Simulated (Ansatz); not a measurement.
# AlAsH3NS: geometry and vibrations

Aim: relax AlAsH3NS from a cheap starting geometry, then compute its harmonic vibrations to see whether it is a minimum and to get the zero-point energy and entropy, and look at its orbitals and charge.

The runs use Ansatz 0.2.0, Gaussian basis; RKS PBE0-D4/def2-TZVP.

The runs, in order: relaxation at PBE-D4/def2-SVP; relaxation at PBE0-D4/def2-TZVP; harmonic vibrations at the same level; a single point in def2-TZVPP for the fields.

### 1 Starting geometry

SMILES `N[As]1[AlH][S]1`, 7 atoms, charge 0, spin multiplicity 1.

Atoms are counted from 1 here; the program's logs count them from 0.

Bond lengths: N1–As2 1.870 Å, N1–H5 1.110 Å, N1–H6 1.065 Å, As2–Al3 2.435 Å, As2–S4 2.198 Å, Al3–S4 2.223 Å, Al3–H7 1.656 Å. Angles: As2–N1–H5 104.8°, As2–N1–H6 108.2°, H5–N1–H6 102.0°, N1–As2–Al3 89.2°, N1–As2–S4 93.4°, Al3–As2–S4 57.1°, As2–Al3–S4 56.1°, As2–Al3–H7 134.0°, S4–Al3–H7 146.5°, As2–S4–Al3 66.8°.

Coordinates:

```xyz
7
AlAsH3NS
N    -1.0113    0.8383    0.4272
As    0.2644    0.6613   -0.9289
Al    1.1363   -1.3160    0.1939
S    -0.3713   -1.3804   -1.4382
H    -1.8968    1.2823   -0.0731
H    -0.7033    1.6271    1.0724
H     2.6431   -1.7805    0.7011
```

The start is a force-field geometry with small random shifts, so a cheaper pass at PBE-D4/def2-SVP comes first.

### 2 Optimising with PBE-D4/def2-SVP (cheap first pass)

Contents of in.yaml:

```yaml
crystal:
  periodic: [false, false, false]
  atoms:
    - {symbol: N, position_ang: [-1.011300, 0.838300, 0.427200]}
    - {symbol: As, position_ang: [0.264400, 0.661300, -0.928900]}
    - {symbol: Al, position_ang: [1.136300, -1.316000, 0.193900]}
    - {symbol: S, position_ang: [-0.371300, -1.380400, -1.438200]}
    - {symbol: H, position_ang: [-1.896800, 1.282300, -0.073100]}
    - {symbol: H, position_ang: [-0.703300, 1.627100, 1.072400]}
    - {symbol: H, position_ang: [2.643100, -1.780500, 0.701100]}
basis:
  gaussian: {orbitals: def2-SVP}
hamiltonian: {xc: pbe, dispersion: d4}
relax: {f_tol: 0.03, max_steps: 200}
```

Run with:

```
$ ansatz run in.yaml --threads 2 --pin off --events-out ev --progress --plain --max-ram 4352MiB
```

Log, shortened:

```text
Functional definition: PBE
  name "PBE"
  cite "Perdew, Burke & Ernzerhof, Phys. Rev. Lett. 77, 3865 (1996) doi:10.1103/PhysRevLett.77.3865"
  parent pbe
[...]
1107 factors; their error is unknown
[...]
mean field -79779.44634253 eV, -2931.8405766369 hartree, gradient 1.2e-5 eV, S^2 0.000000; 1 other end points of the search recorded, 0 dependent functions left out
[...]
reference -79779.44637852 eV, -2931.8405779595 hartree; 36, 36 occupied and 61, 61 virtual orbitals, 1107 factors
relax step   1: F+E_penalty+E_count = -79779.65913245 eV  Δ(F+E_penalty+E_count) = +0.000e0 eV  max|allowed force component| = 2.418e0 eV/Å  Δτ_max = 0.0000 Å  (44 SCF iters, accepted)
[...]
relax step   5: F+E_penalty+E_count = -79780.41661877 eV  Δ(F+E_penalty+E_count) = -7.860e-3 eV  max|allowed force component| = 6.376e-1 eV/Å  Δτ_max = 0.1210 Å  (29 SCF iters, accepted)
[...]
relax step   9: F+E_penalty+E_count = -79780.45664854 eV  Δ(F+E_penalty+E_count) = -2.345e-3 eV  max|allowed force component| = 2.441e-1 eV/Å  Δτ_max = 0.0525 Å  (29 SCF iters, accepted)
[...]
relax step  13: F+E_penalty+E_count = -79780.53071477 eV  Δ(F+E_penalty+E_count) = -3.747e-2 eV  max|allowed force component| = 6.758e-1 eV/Å  Δτ_max = 0.1041 Å  (29 SCF iters, accepted)
[...]
relax step  16: F+E_penalty+E_count = -79780.55141803 eV  Δ(F+E_penalty+E_count) = -1.553e-3 eV  max|allowed force component| = 5.042e-2 eV/Å  Δτ_max = 0.0389 Å  (29 SCF iters, accepted)
[...]
relax step  17: F+E_penalty+E_count = -79780.55184059 eV  Δ(F+E_penalty+E_count) = -4.226e-4 eV  max|allowed force component| = 2.146e-2 eV/Å  Δτ_max = 0.0177 Å  (29 SCF iters, accepted)
1107 factors; their error is unknown
[...]
mean field -79780.34853651 eV, -2931.8737316542 hartree, gradient 1.9e-5 eV, S^2 0.000000; 1 other end points of the search recorded, 0 dependent functions left out
[...]
reference -79780.34857309 eV, -2931.8737329984 hartree; 36, 36 occupied and 61, 61 virtual orbitals, 1107 factors
Total energy: -79780.55187717 eV, -2931.8812042855 hartree
Atom 0 at    -0.897611     1.351544     0.300565 Å, force    -0.003427     0.001242     0.021456 eV/Å
Atom 1 at     0.130661     0.702961    -1.094809 Å, force     0.001465     0.004289    -0.007102 eV/Å
Atom 2 at     1.356084    -1.128028    -0.080227 Å, force    -0.004610    -0.000539     0.011067 eV/Å
Atom 3 at    -0.301677    -1.745474    -1.293150 Å, force     0.000567    -0.004650    -0.000625 eV/Å
Atom 4 at    -1.870241     1.562137     0.048242 Å, force     0.012215    -0.008034     0.002651 eV/Å
Atom 5 at    -0.856850     0.917543     1.228127 Å, force    -0.007760     0.007294    -0.020240 eV/Å
Atom 6 at     2.500735    -1.728582     0.845652 Å, force     0.001549     0.000399    -0.007207 eV/Å
Dipole moment:     0.045939     0.196295     0.407443 e Å
```

Wall time 36 s (2 threads of Arm Neoverse V1, shared host).

Step by step: (the energy doesn't fall at every step)

| step | energy from step 1 (eV) | largest force component (eV/Å) |
| --- | --- | --- |
| 1 | 0.0000 | 2.4184 |
| 2 | -0.5858 | 1.2006 |
| 3 | -0.7036 | 1.0012 |
| 4 | -0.7496 | 0.3861 |
| 5 | -0.7575 | 0.6376 |
| 6 | -0.7829 | 0.3761 |
| 7 | -0.7952 | 0.3229 |
| 8 | -0.7936 | 0.8041 |
| 9 | -0.7975 | 0.2441 |
| 10 | -0.8102 | 0.5238 |
| 11 | -0.8143 | 0.7904 |
| 12 | -0.8341 | 1.4196 |
| 13 | -0.8716 | 0.6758 |
| 14 | -0.8766 | 0.2767 |
| 15 | -0.8907 | 0.2565 |
| 16 | -0.8923 | 0.0504 |
| 17 | -0.8927 | 0.0215 |

Distances of close pairs at the start and the end, largest changes first:

| bond | before (Å) | after (Å) | change (Å) |
| --- | --- | --- | --- |
| As2–S4 | 2.198 | 2.494 | +0.296 |
| N1–H5 | 1.110 | 1.027 | -0.083 |
| Al3–S4 | 2.223 | 2.145 | -0.078 |
| Al3–H7 | 1.656 | 1.590 | -0.066 |
| N1–H6 | 1.065 | 1.025 | -0.040 |
| N1–As2 | 1.870 | 1.851 | -0.020 |
| As2–Al3 | 2.435 | 2.426 | -0.010 |

### 3 Geometry optimisation, PBE0-D4/def2-TZVP

Contents of in.yaml:

```yaml
crystal:
  periodic: [false, false, false]
  atoms:
    - {symbol: N, position_ang: [-0.897611, 1.351544, 0.300565]}
    - {symbol: As, position_ang: [0.130661, 0.702961, -1.094809]}
    - {symbol: Al, position_ang: [1.356084, -1.128028, -0.080227]}
    - {symbol: S, position_ang: [-0.301677, -1.745474, -1.293150]}
    - {symbol: H, position_ang: [-1.870241, 1.562137, 0.048242]}
    - {symbol: H, position_ang: [-0.856850, 0.917543, 1.228127]}
    - {symbol: H, position_ang: [2.500735, -1.728582, 0.845652]}
basis:
  gaussian: {orbitals: def2-TZVP}
hamiltonian: {xc: pbe0, dispersion: d4}
relax: {f_tol: 0.005, max_steps: 150}
```

Launched as before.

Log, shortened:

```text
Functional definition: PBE0
  name "PBE0"
  cite "Adamo & Barone, J. Chem. Phys. 110, 6158 (1999) doi:10.1063/1.478522"
  cite "Perdew, Burke & Ernzerhof, Phys. Rev. Lett. 77, 3865 (1996) doi:10.1103/PhysRevLett.77.3865"
  parent pbe
[...]
1260 factors; their error is unknown
[...]
mean field -79798.99595459 eV, -2932.5590116290 hartree, gradient 3.1e-5 eV, S^2 0.000000; 0 other end points of the search recorded, 0 dependent functions left out
[...]
reference -79798.99598423 eV, -2932.5590127182 hartree; 36, 36 occupied and 135, 135 virtual orbitals, 1260 factors
relax step   1: F+E_penalty+E_count = -79799.16927247 eV  Δ(F+E_penalty+E_count) = +0.000e0 eV  max|allowed force component| = 6.752e-1 eV/Å  Δτ_max = 0.0000 Å  (29 SCF iters, accepted)
[...]
reference -79799.04627928 eV, -2932.5608610273 hartree; 36, 36 occupied and 135, 135 virtual orbitals, 1260 factors
Total energy: -79799.22189820 eV, -2932.5673149034 hartree
Atom 0 at    -0.888890     1.340933     0.303197 Å, force     0.000920    -0.000803    -0.001734 eV/Å
Atom 1 at     0.134717     0.680599    -1.074053 Å, force     0.000561     0.001714     0.000176 eV/Å
Atom 2 at     1.370470    -1.108881    -0.069047 Å, force    -0.000172    -0.000453     0.000523 eV/Å
Atom 3 at    -0.333461    -1.671251    -1.208521 Å, force    -0.000770    -0.000671    -0.000036 eV/Å
Atom 4 at    -1.828582     1.578301     0.016017 Å, force    -0.000349    -0.000096     0.000746 eV/Å
Atom 5 at    -0.912327     0.842283     1.180093 Å, force    -0.000832     0.000226     0.000465 eV/Å
Atom 6 at     2.519173    -1.729884     0.806712 Å, force     0.000643     0.000083    -0.000141 eV/Å
Dipole moment:     0.140316     0.083506     0.368068 e Å
```

It took 50 s on 2 threads of Arm Neoverse V1, shared host; peak memory 0.47 GiB.

The steps of the relaxation:

| step | energy from step 1 (eV) | largest force component (eV/Å) |
| --- | --- | --- |
| 1 | 0.0000 | 0.6752 |
| 2 | -0.0475 | 0.2379 |
| 3 | -0.0514 | 0.0794 |
| 4 | -0.0522 | 0.0396 |
| 5 | -0.0525 | 0.0198 |
| 6 | -0.0526 | 0.0146 |
| 7 | -0.0526 | 0.0119 |
| 8 | -0.0526 | 0.0017 |

Distances of close pairs at the start and the end, largest changes first:

| bond | before (Å) | after (Å) | change (Å) |
| --- | --- | --- | --- |
| As2–S4 | 2.494 | 2.402 | -0.092 |
| As2–Al3 | 2.426 | 2.396 | -0.030 |
| Al3–S4 | 2.145 | 2.126 | -0.019 |
| Al3–H7 | 1.590 | 1.572 | -0.018 |
| N1–H6 | 1.025 | 1.009 | -0.016 |
| N1–H5 | 1.027 | 1.011 | -0.016 |
| N1–As2 | 1.851 | 1.839 | -0.012 |

Mulliken charges of the relaxed molecule (report file):

| atom | value (e) |
| --- | --- |
| N1 | -0.59 |
| As2 | 0.18 |
| Al3 | 0.30 |
| S4 | -0.32 |
| H5 | 0.24 |
| H6 | 0.24 |
| H7 | -0.05 |

### 4 Harmonic vibrations

Contents of in.yaml:

```yaml
crystal:
  periodic: [false, false, false]
  atoms:
    - {symbol: N, position_ang: [-0.888890, 1.340933, 0.303197]}
    - {symbol: As, position_ang: [0.134717, 0.680599, -1.074053]}
    - {symbol: Al, position_ang: [1.370470, -1.108881, -0.069047]}
    - {symbol: S, position_ang: [-0.333461, -1.671251, -1.208521]}
    - {symbol: H, position_ang: [-1.828582, 1.578301, 0.016017]}
    - {symbol: H, position_ang: [-0.912327, 0.842283, 1.180093]}
    - {symbol: H, position_ang: [2.519173, -1.729884, 0.806712]}
basis:
  gaussian: {orbitals: def2-TZVP}
hamiltonian: {xc: pbe0, dispersion: d4}
phonons: {temperatures: {t_min: 298.15, t_max: 900, t_step: 200}}
```

The command is unchanged.

Log, shortened:

```text
Functional definition: PBE0
  name "PBE0"
  cite "Adamo & Barone, J. Chem. Phys. 110, 6158 (1999) doi:10.1063/1.478522"
  cite "Perdew, Burke & Ernzerhof, Phys. Rev. Lett. 77, 3865 (1996) doi:10.1103/PhysRevLett.77.3865"
  parent pbe
[...]
1260 factors; their error is unknown
[...]
mean field -79799.04624250 eV, -2932.5608596757 hartree, gradient 4.1e-5 eV, S^2 0.000000; 0 other end points of the search recorded, 0 dependent functions left out
[...]
reference -79799.04627196 eV, -2932.5608607584 hartree; 36, 36 occupied and 135, 135 virtual orbitals, 1260 factors
[...]
1260 factors; their error is unknown
mean field -79799.04607391 eV, -2932.5608534802 hartree, gradient 9.5e-7 eV, S^2 0.000000; 0 other end points of the search recorded, 0 dependent functions left out
[...]
reference -79799.04610337 eV, -2932.5608545628 hartree; 36, 36 occupied and 135, 135 virtual orbitals, 1260 factors
[...]
Total energy: -79799.22189087 eV, -2932.5673146340 hartree
Atom 0 at    -0.888890     1.340933     0.303197 Å, force     0.000940    -0.000806    -0.001719 eV/Å
Atom 1 at     0.134717     0.680599    -1.074053 Å, force     0.000503     0.001808     0.000108 eV/Å
Atom 2 at     1.370470    -1.108881    -0.069047 Å, force    -0.000113    -0.000539     0.000511 eV/Å
Atom 3 at    -0.333461    -1.671251    -1.208521 Å, force    -0.000725    -0.000653     0.000022 eV/Å
Atom 4 at    -1.828582     1.578301     0.016017 Å, force    -0.000367    -0.000105     0.000744 eV/Å
Atom 5 at    -0.912327     0.842283     1.180093 Å, force    -0.000851     0.000229     0.000467 eV/Å
Atom 6 at     2.519173    -1.729884     0.806712 Å, force     0.000613     0.000066    -0.000133 eV/Å
Dipole moment:     0.140317     0.083506     0.368066 e Å
Vibrations: 156.04 182.07 261.84 309.36 356.88 421.55 498.21 522.82 566.48 706.58 922.04 1586.19 1972.91 3551.84 3657.56 cm⁻¹, zero-point energy 0.971563 eV
```

Run time: 3 min. Hardware: 2 threads of Arm Neoverse V1, shared host; peak memory 0.47 GiB.

Motions are named by where the mode's potential energy lies. Wavenumbers, unscaled:

| mode | cm⁻¹ | motion |
| --- | --- | --- |
| 1 | 156 | bend |
| 2 | 182 | bend |
| 3 | 262 | As–S stretch with bend |
| 4 | 309 | torsion |
| 5 | 357 | Al–As stretch with torsion |
| 6 | 422 | out-of-plane bend |
| 7 | 498 | bend |
| 8 | 523 | torsion with bend |
| 9 | 566 | Al–S stretch |
| 10 | 707 | As–N stretch |
| 11 | 922 | bend |
| 12 | 1586 | bend |
| 13 | 1973 | Al–H stretch |
| 14 | 3552 | N–H stretch |
| 15 | 3658 | N–H stretch |

From these modes and the moments of inertia (298.15 K, 1 bar, symmetry number 1):

| term | value |
| --- | --- |
| zero-point energy | 93.7 kJ/mol |
| H(298) − E | 112.9 kJ/mol |
| entropy, translation | 171.4 J/(mol K) |
| entropy, rotation | 114.2 J/(mol K) |
| entropy, vibration | 50.9 J/(mol K) |
| entropy, total | 336.4 J/(mol K) |

### 5 Orbitals, density and potential

in.yaml, as its differences from that of step 4:

```diff
@@ -11,4 +11,4 @@
 basis:
-  gaussian: {orbitals: def2-TZVP}
+  gaussian: {orbitals: def2-TZVPP}
 hamiltonian: {xc: pbe0, dispersion: d4}
-phonons: {temperatures: {t_min: 298.15, t_max: 900, t_step: 200}}
+output: {orbitals: {seedname: orbitals}}
```

The command is unchanged.

Log:

```text
Functional definition: PBE0
  name "PBE0"
  cite "Adamo & Barone, J. Chem. Phys. 110, 6158 (1999) doi:10.1063/1.478522"
  cite "Perdew, Burke & Ernzerhof, Phys. Rev. Lett. 77, 3865 (1996) doi:10.1103/PhysRevLett.77.3865"
  parent pbe
  parameter a = 0.25
  parameter kappa = 0.804
  parameter beta = 0.06672455060314922
  exchange = (1 - a)*pbe_x(kappa = kappa, mu = beta*pi^2/3) + a*exact_x
  correlation = pbe_c(beta = beta)
1370 factors; their error is unknown
mean field evaluation 1: about -79792.2265 eV, gradient 5.8e1 eV
mean field evaluation 2: about -79775.1680 eV, gradient 9.8e1 eV
mean field evaluation 4: about -79798.5985 eV, gradient 9.1e0 eV
mean field evaluation 8: about -79798.8346 eV, gradient 1.2e-1 eV
mean field evaluation 16: about -79799.1012 eV, gradient 9.5e-5 eV
mean field -79799.10121748 eV, -2932.5628799689 hartree, gradient 3.0e-5 eV, S^2 0.000000; 0 other end points of the search recorded, 0 dependent functions left out
reference -79799.10124678 eV, -2932.5628810456 hartree; 36, 36 occupied and 169, 169 virtual orbitals, 1370 factors
Total energy: -79799.27686568 eV, -2932.5693349213 hartree
```

It took 5.5 s on 2 threads of Arm Neoverse V1, shared host; peak memory 0.61 GiB.

Orbitals, density, ELF and potential are computed afterwards from the orbital file.

Frontier orbitals at PBE0-D4/def2-TZVPP, with the share of their density that lies nearest to each atom:

| orbital | energy (eV) | lies on |
| --- | --- | --- |
| HOMO-1 | -7.33 | S4 53 %; As2 23 %; N1 14 % |
| HOMO | -6.39 | As2 46 %; S4 22 %; Al3 21 % |
| LUMO | -1.69 | Al3 48 %; H7 17 %; S4 14 % |

ELF in a plane through or near 4 of the atoms.

Ten even steps from ' ' (0.00) to '@' (1.00):
```
                                                        
                                                        
                                                        
                                                        
        ..==****--                                      
      ++%%@@@@@@%%==..          ..::--::..              
    ..@@@@@@@@@@@@**::::--    ..==****++::              
    --@@@@@@@@@@@@==::--**::  ::**%%%%**==..            
    --@@@@@@@@@@--..  ..##++..==**--++##**--..          
    ..##@@@@@@**--%%**  ****--++##--==@@%%**::          
      ::++####::--%%++  ++++::==%%####@@@@%%--          
          ............--====::::++====**##**..          
            ..==**####****++==----::........            
            ..++##%%%%######++====::                    
            ..==**%%%%%%####==::::::                    
            ..--++##%%%%##++::                          
              ..--++******--..                          
                ..::====--..                            
                      ..                                
                                                        
```
The map spans 11.2 Å across and 8.7 Å up, centred on the molecule. Atoms in the plane (x, y in Å): N1 (1.6, 0.4), Al3 (-1.7, 0.1), H5 (2.4, -0.1), H7 (-3.0, 1.0).

On the surface of density 0.002 e/bohr³ the electrostatic potential runs, from the 1st to the 99th percentile, from -1.06 V near N1 to 2.77 V near Al3.

### 6 What came out

| quantity | value |
| --- | --- |
| point group | C1 |
| steps | 17 + 8 |
| shift from the start (rms) | 0.451 Å |
| total energy | -79799.2219 eV |
| dispersion term | -176 meV |
| dipole moment | 1.93 D |
| lowest, highest wavenumber | 156, 3658 cm⁻¹ |
| zero-point energy | 93.7 kJ/mol |
| entropy at 298.15 K | 336.4 J/(mol K) |
| HOMO, LUMO | -6.39, -1.69 eV |

The atoms moved 0.45 Å (rms) from the start; the bond that changed most is As2–S4, from 2.198 to 2.402 Å. All wavenumbers are real, so the end point is a minimum. The stiffest mode, 3658 cm⁻¹, is an N–H stretch, and 2 modes under 200 cm⁻¹ make the vibrational entropy uncertain. Harmonic hybrid wavenumbers usually lie a few per cent above measured fundamentals. The largest Mulliken charge, -0.59 e, sits on N1. The HOMO lies mostly on As2 46 %; S4 22 % and the LUMO on Al3 48 %; H7 17 %.
